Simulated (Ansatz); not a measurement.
# MoN2 (P4/mbm) in Ansatz: notebook

The runs below take MoN2 through relaxation of cell and atoms, with r2SCAN, PBE.

Program: Ansatz 0.2.0. These are calculated values, not measurements. Logs are shortened: lines on timing, memory, paths and dates and some standing lists are left out, and cuts for length are marked.

### Step 1. The crystal as given

Symmetry: P4/mbm, No. 127, tetragonal system. Conventional cell: a = 4.348 Å, b = 4.348 Å, c = 2.767 Å, α = 90.00°, β = 90.00°, γ = 90.00°. Mo (site symmetry 4/m) is surrounded by 8 N at 2.24 Å. Around N (site symmetry m2m) lie 1 N at 1.37 Å.

Measurements of this composition are mostly on another form, of space group No. 160.

### Step 2. Relaxation of cell and atoms, r2SCAN

Input file input.yaml:

```yaml
crystal:
  lattice:
    - [4.348053, 0.0, 0.0]
    - [0.0, 4.348053, 0.0]
    - [0.0, 0.0, 2.76746]
  atoms:
    - { symbol: Mo, position: [0.0, 0.0, 0.0] }
    - { symbol: Mo, position: [0.5, 0.5, 0.0] }
    - { symbol: "N", position: [0.611647, 0.888353, 0.5] }
    - { symbol: "N", position: [0.388353, 0.111647, 0.5] }
    - { symbol: "N", position: [0.111647, 0.611647, 0.5] }
    - { symbol: "N", position: [0.888353, 0.388353, 0.5] }
hamiltonian:
  xc: r2scan
  pseudopotentials: { kind: paw }
kpoints:
  mp_grid: { grid: [6, 6, 10] }
scf:
  occupations: { method: fermi_dirac, width: 0.05 }
output:
  forces: true
  stress: true
  eigenvalues: true
relax:
  f_tol: 0.01
  max_steps: 40
  cell: { stress_tol: 0.05 }
```

Potentials or basis: Ansatz PAW.

On the command line:

```console
> ansatz run input.yaml --threads 2 --pin off --max-ram 5632MiB --backend cpu --events-out ev --progress --plain --runs-dir out
```

What it wrote:

```text
Warning: RAYON_NUM_THREADS=2 ignored (pool sized by the plan → 2); use --threads N
Engine: ansatz 0.2.0, x86_64-unknown-linux-gnu
Pseudopotentials: kind: paw
Pseudopotential: Mo, paw, valence charge 14, recommended cutoff 500 eV (meta_gga), Mo.paw.azcp
Pseudopotential: N, paw, valence charge 5, recommended cutoff 500 eV (meta_gga), N.paw.azcp
Functional definition: r2SCAN
  parameter k0 = 0.174
  parameter k1 = 0.065
  parameter a1 = 4.9479
  exchange = r2scan_x(k0 = k0, k1 = k1, a1 = a1)
  correlation = r2scan_c
Crystal: 6 atoms, lattice volume = 52.320 Å³
Basis set: ecut = 500 eV, 1307 PW (Γ), exchange–correlation on 128×128×96 points (64 copies of the dense FFT grid, shifted against one another)
Bands: 30, of which v1, the nominal top of the filled ones, is band 24 counted from 1 (23 counted from 0)
Symmetry: 16 space group operations
Space group: P4/mbm (ITA 127), of the structure as read, at distance tolerance 3.7e-5 Å
k-points: 60 of 360
Non-local potential: Mo, projectors of the file, l = 0: 3, l = 1: 2, l = 2: 2, l = 3: 1
Non-local potential: N, projectors of the file, l = 0: 2, l = 1: 2, l = 2: 1
PAW form: soft (Blöchl's): semilocal exchange-correlation on the pseudo side does not see the compensation charge
PAW frozen core: Mo, regenerated for the run's functional (the file was generated under x = pbe(κ = 0.804, μ = 0.2195149727645171), c = pbe(β = 0.06672455060314922))
PAW frozen core: N, regenerated for the run's functional (the file was generated under x = pbe(κ = 0.804, μ = 0.2195149727645171), c = pbe(β = 0.06672455060314922))
PAW one-centre angular grid: Mo, 590 points (default); XC on 160 Gauss nodes
PAW one-centre angular grid: N, 302 points (default); XC on 160 Gauss nodes
Initial density: superposition of atomic densities (neutral atoms: chi_scale 0, normalization atom), corrected by the library's trained network
Initial wavefunctions: pseudopotential atomic-orbital guess
Functional: x = r2scan, c = r2scan; τ floored in thin density (d = 2e-4 eV/Å³)
SCF iter   1: F=—  HF=-11474.190405 eV  |F-HF|=—  |Δ(HF+E_count)|=         —  Δρ=2.86e-2  dr2=5.80e-1  dr2_τ=6.43e-1  ethr=1.77e-3  ⟨swp⟩=6.1  Hψ=7449  notcnv=0
preconditioner: auto → Kerker (q_TF=auto, 2.689 Å⁻¹)  [metal: Δε(μ)=0.041 eV  Ē_g=10.690 eV  σ=0.050 eV  W_gap=0.19  n_scr=10 (ndim 8)  ℏωp=29.0 eV  f_vac=0.000  D(μ)=2.33/eV (n_scr^D=18)]
SCF iter   2: F=—  HF=-11474.266636 eV  |F-HF|=—  |Δ(HF+E_count)|=   7.62e-2  Δρ=1.01e-2  dr2=2.07e-2  dr2_τ=2.22e-2  ethr=1.21e-3  ⟨swp⟩=2.8  Hψ=3414  notcnv=0  defer=44
SCF iter   3: F=—  HF=-11474.270911 eV  |F-HF|=—  |Δ(HF+E_count)|=   4.27e-3  Δρ=5.42e-3  dr2=6.07e-3  dr2_τ=4.64e-4  ethr=4.31e-5  ⟨swp⟩=1.8  Hψ=2619  notcnv=0  defer=44
SCF iter   4: F=—  HF=-11474.272926 eV  |F-HF|=—  |Δ(HF+E_count)|=   2.02e-3  Δρ=7.29e-4  dr2=2.05e-4  dr2_τ=4.12e-5  ethr=1.27e-5  ⟨swp⟩=2.1  Hψ=2956  notcnv=0  defer=44
SCF iter   5: F=—  HF=-11474.273084 eV  |F-HF|=—  |Δ(HF+E_count)|=   1.58e-4  Δρ=1.81e-4  dr2=1.36e-5  dr2_τ=1.59e-6  ethr=4.27e-7  ⟨swp⟩=2.2  Hψ=2639  notcnv=0  defer=44
SCF iter   6: F=—  HF=-11474.273095 eV  |F-HF|=—  |Δ(HF+E_count)|=   1.10e-5  Δρ=3.66e-5  dr2=4.56e-7  dr2_τ=3.39e-8  ethr=2.83e-8  ⟨swp⟩=2.2  Hψ=3032  notcnv=0  defer=44
[... 64 lines left out ...]
SCF converged after 5 iterations
Free energy (F): -11474.304568 eV
Harris-Foulkes:  -11474.304568 eV  (|F-HF|=1.82e-11)
Internal energy: -11474.286570 eV  (E = F + TS)
E sigma→0 (E₀):  -11474.295569 eV
Entropy (-TS):   -0.017998 eV (-3.000 meV/atom)
Fermi energy:    19.300872 eV
--- Per-component energies (eV) ---
  E_band       = -39.802379
  E_kinetic    = 1411.271928
  E_local      = -1986.269690  (includes V_loc(G=0)·N_el)
  E_nonlocal   = 464.585794
  E_hartree    = 617.023758
  E_xc         = -596.526471
  E_vxc        = -851.013946  (∫ρ·V_xc dr)
  E_paw        = -6948.178870  (= ΣΔE_a)
  E_vpaw       = -365.006536  (= ΣTr[D̂ρ^β])
  E_aug_tail   = 0.000088  (compensation charges beyond the density's cutoff)
  E_vtau       = 52.582611  (kinetic-family band-sum trace: ∫τ·v_τ [+ j·A + Jᵃ·Aᵃ] dr)
  E_ewald      = -4435.632440
  E_core_change = -0.560666  (= ΣΔE_core)
  E_smearing   = -0.017998  (= −TS)
  E_closure    = -0.000000  (closes the sum)
  Σ components = -11474.304568   (vs F -11474.304568, Δ=0.00e0)
--- Forces (eV/Å), atoms counted from 1 ---
  atom   1  Mo    -0.00000000     0.00000000     0.00000000
  atom   2  Mo     0.00000000    -0.00000000     0.00000000
  atom   3  N     -0.00190067     0.00190067     0.00000000
  atom   4  N      0.00190067    -0.00190067     0.00000000
  atom   5  N     -0.00190067    -0.00190067     0.00000000
  atom   6  N      0.00190067     0.00190067     0.00000000
  max |Σ_I F_I| component: 8.67e-19 eV/Å
--- Stress (GPa, compression-positive) ---
       -0.002303       0.000000       0.000000
        0.000000      -0.002303       0.000000
        0.000000       0.000000       0.002726
  P = ⅓ Tr σ = -0.0006 GPa (-0.006 kbar)
--- Band table (eV; the first three rows and the last of 60) ---
  k-point 0: bands = ["-44.7509", "-44.6818", "-18.2118", "-18.2118", "-17.8381", "-17.8381", "-17.7852", "-17.7104", "-3.3578", "-1.9660", "6.2275", "6.2275", "10.3383", "10.7314", "12.0950", "12.9250", "12.9250", "14.2386", "15.1406", "15.2137", "16.1207", "16.1207", "16.8366", "17.4642", "20.0464", "20.0464", "20.3396", "21.0791", "21.7559", "25.3284"]
  k-point 1: bands = ["-44.7392", "-44.6706", "-18.1947", "-18.1947", "-17.8968", "-17.8257", "-17.8257", "-17.8097", "-3.2389", "-1.8895", "6.1071", "6.1071", "10.4427", "10.8931", "12.4722", "12.6821", "12.6821", "13.1979", "14.3407", "16.1918", "16.1918", "16.1973", "16.9833", "17.8161", "20.3058", "20.3058", "20.4616", "21.1087", "21.8820", "25.0100"]
  k-point 2: bands = ["-44.7084", "-44.6411", "-18.1811", "-18.1495", "-18.1495", "-18.0641", "-17.7932", "-17.7932", "-2.9212", "-1.6793", "5.7967", "5.7967", "10.6819", "11.0692", "12.0088", "12.1143", "12.1143", "13.0208", "13.4948", "16.3897", "16.3897", "17.4186", "17.6251", "17.8773", "20.8195", "20.9648", "20.9648", "21.1858", "22.3031", "24.1495"]
  k-point 59: bands = ["-44.5945", "-44.5945", "-18.7781", "-18.7781", "-18.0826", "-18.0826", "-17.6722", "-17.6722", "-2.0382", "-2.0382", "6.5433", "6.5433", "10.9898", "10.9898", "11.3562", "11.3562", "13.3592", "13.3592", "13.6353", "13.6353", "13.8441", "13.8441", "17.8677", "17.8677", "21.8712", "21.8712", "22.9301", "22.9301", "23.7569", "23.7569"]
--- Relaxed structure (5 steps of the walk, 5 accepted, 1 SCFs on fresh bases) ---
  F+E_penalty+E_count = -11474.30456757 eV   max|allowed force component| = 1.901e-3 eV/Å   (the final SCF, on the basis selected at the relaxed cell)
  cell:  # Å, volume = 51.1026 Å³
    - [4.317612701028186, -2.7986912558615047e-34, 0.0]
    - [-2.7986912558615047e-34, 4.317612701028186, 0.0]
    - [0.0, 0.0, 2.741292074340759]
  atoms:
    - { symbol: Mo, position: [-4.155891431887277e-20, 8.31178286377437e-21, 0.0] }
    - { symbol: Mo, position: [0.5, 0.5, 0.0] }
    - { symbol: N, position: [0.6122460826821297, 0.8877539173178703, 0.5] }
    - { symbol: N, position: [0.3877539173178704, 0.11224608268212959, 0.5] }
    - { symbol: N, position: [0.11224608268212959, 0.6122460826821297, 0.5] }
    - { symbol: N, position: [0.8877539173178703, 0.3877539173178704, 0.5] }
```

Wall time 42 s (2 threads of AMD EPYC 7R43 (Zen 3), shared host); peak memory 0.56 GiB.

What came out:

```yaml
Free_energy: -11474.3046 eV
Relaxed_volume: 8.52 Å³/atom
Relaxed_cell: a = 4.318 Å, b = 4.318 Å, c = 2.741 Å, α = 90.00°, β = 90.00°, γ = 90.00°
Space_group_after_relaxing_to_0.05_Å: P4/mbm (No. 127)
Energy_gained_by_relaxing: 5.2 meV/atom
Ionic_steps: 6
Pressure_after_relaxing: 0.0 GPa
Band_gap_on_the_k_mesh: none (metal or under the smearing width)
```

Forces on the atoms (eV/Å):
```
Mo   0.000  0.000  0.000
Mo   0.000  0.000  0.000
N   -0.002  0.002  0.000
N    0.002 -0.002  0.000
N   -0.002 -0.002  0.000
N    0.002  0.002  0.000
```

The path:
```
step  energy change (eV)  largest force (eV/Å)  volume (Å³)
   1              0.0000                0.0187        52.32
   2             -0.0308                0.0476        50.93
   3             -0.0318                0.0033        51.07
   4             -0.0323                0.0153        51.11
   5             -0.0323                0.0027        51.10
   6             -0.0315                0.0027        51.10
```

Final structure:
```yaml
crystal:
  lattice:
    - [4.31761, 0.00000, 0.00000]
    - [0.00000, 4.31761, 0.00000]
    - [0.00000, 0.00000, 2.74129]
  atoms:
    - { symbol: Mo, position: [0.00000, 0.00000, 0.00000] }
    - { symbol: Mo, position: [0.50000, 0.50000, 0.00000] }
    - { symbol: N, position: [0.61225, 0.88775, 0.50000] }
    - { symbol: N, position: [0.38775, 0.11225, 0.50000] }
    - { symbol: N, position: [0.11225, 0.61225, 0.50000] }
    - { symbol: N, position: [0.88775, 0.38775, 0.50000] }
```

Levels at points of the mesh, in eV from the Fermi level:
| k point | band 20 | band 21 | band 22 | band 23 | band 24 | band 25 | band 26 | band 27 | band 28 | band 29 |
| --- | --- | --- | --- | --- | --- | --- | --- | --- | --- | --- |
| (0.00, 0.00, 0.00) | -4.09 | -3.18 | -3.18 | -2.46 | -1.84 | 0.75 | 0.75 | 1.04 | 1.78 | 2.46 |
| (0.00, 0.00, -0.50) | -2.86 | -2.16 | -2.16 | 0.78 | 1.06 | 2.23 | 2.32 | 2.60 | 2.60 | 2.99 |
| (0.00, -0.50, 0.00) | -4.49 | -2.11 | -2.11 | -1.25 | -1.25 | -0.42 | -0.42 | 2.41 | 2.41 | 3.60 |
| (0.00, -0.50, -0.50) | -4.46 | -2.69 | -2.69 | -1.13 | -1.13 | 2.61 | 2.61 | 3.30 | 3.30 | 3.78 |
| (-0.50, -0.50, 0.00) | -3.95 | -0.92 | -0.92 | 0.51 | 0.51 | 0.51 | 0.51 | 1.15 | 1.15 | 3.07 |
| (-0.50, -0.50, -0.50) | -5.67 | -5.46 | -5.46 | -1.43 | -1.43 | 2.57 | 2.57 | 3.63 | 3.63 | 4.46 |

Caveat: the plane-wave basis is chosen anew once the cell has moved, so the energies of steps on either side of that aren't comparable; the PAW data sets come from PBE, with cores solved anew for the run's functional, which leaves a small shift of forces and pressure.

### Step 3. Relaxation of cell and atoms, PBE

input.yaml: that of step 2 with these lines changed.

```diff
@@ -13,3 +13,3 @@
 hamiltonian:
-  xc: r2scan
+  xc: pbe
   pseudopotentials: { kind: paw }
```

Potentials or basis: Ansatz PAW.

On the command line:

```console
> ansatz run input.yaml --threads 2 --pin off --max-ram 5632MiB --backend cpu --events-out ev --progress --plain --runs-dir out
```

It took 30 s on 2 threads of AMD EPYC 7R43 (Zen 3), shared host; peak memory 0.44 GiB.

The run converged. Its results:

| Quantity | Value |
| --- | --- |
| Free energy | -11447.3859 eV |
| Relaxed volume | 8.61 Å³/atom |
| Relaxed cell | a = 4.333 Å, b = 4.333 Å, c = 2.753 Å, α = 90.00°, β = 90.00°, γ = 90.00° |
| Space group after relaxing (to 0.05 Å) | P4/mbm (No. 127) |
| Energy gained by relaxing | 1.4 meV/atom |
| Ionic steps | 8 |
| Pressure after relaxing | 0.0 GPa |
| Band gap on the k mesh | none (metal or under the smearing width) |

The path:
```
step  energy change (eV)  largest force (eV/Å)  volume (Å³)
   1              0.0000                0.0713        52.32
   2             -0.0104                0.0733        51.63
   3             -0.0108                0.0315        51.67
   4             -0.0108                0.0327        51.70
   5             -0.0109                0.0004        51.70
   6             -0.0083                0.0003        51.70
   7             -0.0083                0.0000        51.69
   8             -0.0083                0.0000        51.69
```

Final structure:
```
Mo N
1.0
     4.33337    0.00000    0.00000
     0.00000    4.33337    0.00000
     0.00000    0.00000    2.75259
Mo N
2 4
Direct
  0.00000 0.00000 0.00000
  0.50000 0.50000 0.00000
  0.61213 0.88787 0.50000
  0.38787 0.11213 0.50000
  0.11213 0.61213 0.50000
  0.88787 0.38787 0.50000
```

Levels at points of the mesh, in eV from the Fermi level:
```csv
k point,band 20,band 21,band 22,band 23,band 24,band 25,band 26,band 27,band 28,band 29
"(0.00, 0.00, 0.00)",-3.89,-3.04,-3.04,-2.32,-1.79,0.60,0.60,0.99,1.71,2.18
"(0.00, 0.00, -0.50)",-2.74,-2.05,-2.05,0.73,1.05,2.09,2.21,2.37,2.37,2.89
"(0.00, -0.50, 0.00)",-4.30,-2.02,-2.02,-1.19,-1.19,-0.42,-0.42,2.19,2.19,3.29
"(0.00, -0.50, -0.50)",-4.29,-2.54,-2.54,-1.06,-1.06,2.48,2.48,3.03,3.03,3.47
"(-0.50, -0.50, 0.00)",-3.80,-0.86,-0.86,0.50,0.50,0.51,0.51,1.00,1.00,2.80
"(-0.50, -0.50, -0.50)",-5.33,-5.20,-5.20,-1.36,-1.36,2.42,2.42,3.35,3.35,4.14
```

Caveat: the plane-wave basis is chosen anew once the cell has moved, so the energies of steps on either side of that aren't comparable; the pressure holds a Pulay correction of +0.7 GPa for the finite cutoff.
